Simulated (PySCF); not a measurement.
**A diatomic session: TiF**

An exercise on one series of results from a longer session: the logs are not shown, and one member is left open.

The runs use PySCF 2.14.0; Ti def2-TZVPPD, F def2-TZVPPD, no relativity.

The first run:

Settings of the job:

```yaml
atoms: Ti, F
charge: 0
basis: Ti def2-TZVPPD, F def2-TZVPPD
Hamiltonian: no relativity
basis_functions: 107
electrons_treated: 31
masses_in_u: 47.9479, 18.9984
levels: PBE0, PBE, r²SCAN, B2PLYP, BHandHLYP, r²SCAN0, M06-L, PW91, ωB97X-V, HF, MP2, SCS-MP2, CCSD, CCSD(T)
grid: 80 radial by 434 angular points
occupations: held fixed by the projection of orbital angular momentum
dissociation_limit: Ti + F, each in its ground configuration
starting_distance_in_angstrom: 1.880
values_of_2S_to_try: 1, 3, 5
```

Launch:

```
OMP_NUM_THREADS=2 python dia.py task.json out
```

Steps of the session up to this table: Input; First curve: PBE0; Other states along the same grid; PBE; r²SCAN (meta-GGA); B2PLYP; BHandHLYP (global hybrid GGA); r²SCAN0 (hybrid meta-GGA); M06-L (meta-GGA); PW91 (GGA); ωB97X-V (range-separated hybrid); UHF (mean field); MP2 and coupled cluster.

One of the session's tables, all rows but one given; the rest of the session is left out.

It belongs to the step «The curves together». Energy (eV) from each level's lowest point:

```
R (Å)    UHF  UHF-MP2  UHF-SCS-MP2  UHF-CCSD  UHF-CCSD(T)
1.530  1.668    1.253        1.369       n/a          n/a
1.601  0.838    0.565        0.642     0.641        0.620
1.672  0.339    0.183        0.225     0.221        0.211
1.726  0.128    0.045        0.064     0.061        0.056
1.779  0.023    0.000        0.000     0.000        0.000
1.832  0.000    0.028        0.011     0.015        0.019
1.903      ?        ?            ?         ?            ?
1.992  0.251    0.382        0.326     0.347        0.358
2.099  0.569    0.738        0.664     0.697        0.709
2.241  1.068    1.263        1.172       n/a          n/a
```

Estimate the missing values for R (Å) = 1.903.

Worked estimate for «UHF». A straight line through the neighbours (1.832, 0.000) and (1.992, 0.251) gives 0.000 + (0.251 − 0.000) × (1.903 − 1.832) / (1.992 − 1.832) = 0.111; a parabola fitted to 4 rows on both sides gives 0.076.

The run gave: UHF: 0.065; UHF-MP2: 0.146; UHF-SCS-MP2: 0.110; UHF-CCSD: 0.121; UHF-CCSD(T): 0.129. In «UHF» the line misses by +0.046 and the parabola by +0.011.

Limits of these values: The state is the lowest single determinant that the PBE0 search found; with open d or f shells the true ground state can be another one.
